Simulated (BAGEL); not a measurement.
**SiHF3 (SMILES F[SiH](F)F): a chain of runs**

Wanted: a single-point energy (HF/cc-pVDZ), then a single-point energy (NEVPT2(2,2)/cc-pVDZ), then a single-point energy (CASPT2(2,2)/cc-pVDZ) of SiHF3. 

The calculation is run with BAGEL 1.2.2.

## 1. Starting point

The species is SiHF3 (5 atoms), meant as a singlet with charge 0. SMILES: `F[SiH](F)F`. One bond was lengthened or shortened from a relaxed shape.

Bond lengths: F1–Si2 1.573 Å, Si2–F3 1.573 Å, Si2–F4 1.573 Å, Si2–H5 1.242 Å. Angles: F1–Si2–F3 108.3°, F1–Si2–F4 108.3°, F3–Si2–F4 108.3°, F1–Si2–H5 110.7°, F3–Si2–H5 110.7°, F4–Si2–H5 110.7°.

## 2. The energy at HF/cc-pVDZ (density fitting with svp-jkfit) (run 1)

Contents of calc.json:

```json
{ "bagel": [

{
  "title": "molecule",
  "basis": "cc-pvdz.json",
  "df_basis": "svp-jkfit",
  "angstrom": false,
  "geometry": [
    { "atom": "F", "xyz": [    -0.43135077,    -0.13812764,     2.80020373 ] },
    { "atom": "Si", "xyz": [     0.49045763,     0.02042038,    -0.02134635 ] },
    { "atom": "F", "xyz": [    -0.71480969,     2.43870290,    -1.25987285 ] },
    { "atom": "F", "xyz": [    -0.52356941,    -2.37008317,    -1.46774272 ] },
    { "atom": "H", "xyz": [     2.83345535,     0.11791891,    -0.12302117 ] }
  ]
},

{
  "title": "hf"
},

{
  "title": "print",
  "file": "orbitals.molden",
  "orbitals": true
}

]}
```

The basis set cc-pVDZ is read from a file made from the Basis Set Exchange's data (not shown).

Started as:

```bash
$ BAGEL_NUM_THREADS=1 BAGEL calc.json > calc.out
```

Output:

```text
* using 1 threads per process

  ===============================================================
  ===============================================================

  *** Geometry ***

  { "atom" : "F", "xyz" : [     -0.431351,     -0.138128,      2.800204 ] },
  { "atom" : "Si", "xyz" : [      0.490458,      0.020420,     -0.021346 ] },
  { "atom" : "F", "xyz" : [     -0.714810,      2.438703,     -1.259873 ] },
  { "atom" : "F", "xyz" : [     -0.523569,     -2.370083,     -1.467743 ] },
  { "atom" : "H", "xyz" : [      2.833455,      0.117919,     -0.123021 ] },

  Number of auxiliary basis functions:      377

  Since a DF basis is specified, we compute 2- and 3-index integrals:
    o Being stored without compression. Storage requirement is 0.013 GB

  Number of basis functions:       65
  Number of electrons      :       42

    * METHOD: MOLECULE                             0.12

  *** RHF ***

  === Nuclear Repulsion ===
   189.7301122109

      * DIIS with orbital gradients will be used.

  === RHF iteration (cc-pvdz.json) ===
      0       -587.73612961          0.02031825           0.03
      1       -587.89724809          0.01363028           0.03
      2       -587.98864453          0.00088404           0.03
      3       -587.98914958          0.00009491           0.03
      4       -587.98915634          0.00002501           0.03
      5       -587.98915696          0.00000573           0.03
      6       -587.98915699          0.00000137           0.03
      7       -587.98915699          0.00000009           0.03
      8       -587.98915699          0.00000005           0.03
      9       -587.98915699          0.00000001           0.03
     10       -587.98915699          0.00000000           0.03
    * SCF iteration converged.

    * Permanent dipole moment:
           (   -0.726890,    -0.030281,     0.031784) a.u.

    * METHOD: HF                                   0.38

    * METHOD: PRINT                                0.01

  ===============================================================
```

Wall time 0.62 s (1 thread of Arm Neoverse V1, shared host); peak memory 0.14 GiB.

## 3. The energy at NEVPT2(2,2)/cc-pVDZ (density fitting with svp-jkfit) (run 2)

Contents of job.json:

```json
{ "bagel": [

{
  "title": "molecule",
  "basis": "cc-pvdz.json",
  "df_basis": "svp-jkfit",
  "geometry": [
    { "atom": "F", "xyz": [    -0.43135077,    -0.13812764,     2.80020373 ] },
    { "atom": "Si", "xyz": [     0.49045763,     0.02042038,    -0.02134635 ] },
    { "atom": "F", "xyz": [    -0.71480969,     2.43870290,    -1.25987285 ] },
    { "atom": "F", "xyz": [    -0.52356941,    -2.37008317,    -1.46774272 ] },
    { "atom": "H", "xyz": [     2.83345535,     0.11791891,    -0.12302117 ] }
  ]
},

{
  "title": "hf"
},

{
  "title": "nevpt2",
  "nstate": 1,
  "nact": 2,
  "nclosed": 20,
  "active": [21, 25],
  "maxiter": 200,
  "natocc": true,
  "ncore": 8
},

{
  "title": "print",
  "file": "orbitals.molden",
  "orbitals": true
}

]}
```

The basis set cc-pVDZ is read from a file made from the Basis Set Exchange's data (not shown).

Started as:

```bash
$ BAGEL_NUM_THREADS=1 BAGEL job.json > job.out
```

Output:

```text
* using 1 threads per process

  ===============================================================
  ===============================================================

  *** Geometry ***

[... 29 lines left out ...]
    * SCF iteration converged.
[... 1 line left out ...]
    * Permanent dipole moment:
[... 28 lines left out ...]
    * Second-order optimization converged. *
[... 9 lines left out ...]
     * ci vector, state   0, <S^2> = 0.0000
       2.     0.9974655671
       .2    -0.0711508434

  === DF-NEVPT2 calculation ===

    * 3-index integral transformation done
    * assembly done

      NEVPT2 correlation energy:   -0.6367109706      0.09

          (+0)     -0.5972001689
          (+0)'    -0.0014566841
          (+1)     -0.0134380946
          (+1)'    -0.0000000000
          (+2)     -0.0001673129
          (-1)     -0.0124872614
          (-1)'     0.0000000000
          (-2)     -0.0119614487

      NEVPT2 total energy:       -588.6359804684

    * METHOD: NEVPT2                               1.34

    * METHOD: PRINT                                0.01

  ===============================================================
```

Run time: 2 s. Hardware: 1 thread of Arm Neoverse V1, shared host; peak memory 0.14 GiB.

## 4. The energy at CASPT2(2,2)/cc-pVDZ (density fitting with svp-jkfit) (run 3)

Contents of job.json:

```json
{ "bagel": [

{
  "title": "molecule",
  "basis": "cc-pvdz.json",
  "df_basis": "svp-jkfit",
  "geometry": [
    { "atom": "F", "xyz": [ -0.43135077, -0.13812764,  2.80020373 ] },
    { "atom": "Si", "xyz": [  0.49045763,  0.02042038, -0.02134635 ] },
    { "atom": "F", "xyz": [ -0.71480969,  2.43870290, -1.25987285 ] },
    { "atom": "F", "xyz": [ -0.52356941, -2.37008317, -1.46774272 ] },
    { "atom": "H", "xyz": [  2.83345535,  0.11791891, -0.12302117 ] }
  ]
},
{ "title": "hf" },
{ "title": "casscf", "nstate": 1, "nact": 2, "nclosed": 20, "active": [21, 25], "maxiter": 200, "natocc": true },
{ "title": "print", "file": "orbitals.molden", "orbitals": true },
{ "title": "smith", "method": "caspt2", "ms": true, "xms": true, "sssr": true, "shift": 0.2, "shift_imag": true, "ncore": 8 }

]}
```

The basis set cc-pVDZ is read from a file made from the Basis Set Exchange's data (not shown).

Started as:

```bash
$ BAGEL_NUM_THREADS=1 BAGEL job.json > job.out
```

Output:

```text
* using 1 threads per process

  ===============================================================
  ===============================================================

  *** Geometry ***

[... 31 lines left out ...]
    * Permanent dipole moment:
[... 37 lines left out ...]
     * ci vector, state   0, <S^2> = 0.0000
[... 21 lines left out ...]
       #      aibj      arbs      arbi      airj      risj      airs      arst      rist         Etot      error   time
[... 9 lines left out ...]
      ------------------------------------------------------------------------------------------------------------------

    * CASPT2 energy : state  0     -588.6439519708
        w/o shift correction       -588.6425309096
        reference weight              0.8787757277

    * METHOD: SMITH                                0.41

  ===============================================================
```

Run time: 2.2 s. Hardware: 1 thread of Arm Neoverse V1, shared host; peak memory 0.14 GiB.

## 5. What came out

| quantity | value |
| --- | --- |
| run 1, HF/cc-pVDZ: total energy | -587.98916 Eh |
| run 1, HF/cc-pVDZ: dipole moment | 1.85 D |
| run 1, HF/cc-pVDZ: HOMO energy | -16.36 eV |
| run 1, HF/cc-pVDZ: LUMO energy | 5.11 eV |
| run 1, HF/cc-pVDZ: HOMO–LUMO gap | 21.47 eV |
| run 2, NEVPT2(2,2)/cc-pVDZ: total energy | -588.63598 Eh |
| run 3, CASPT2(2,2)/cc-pVDZ: total energy | -588.64395 Eh |
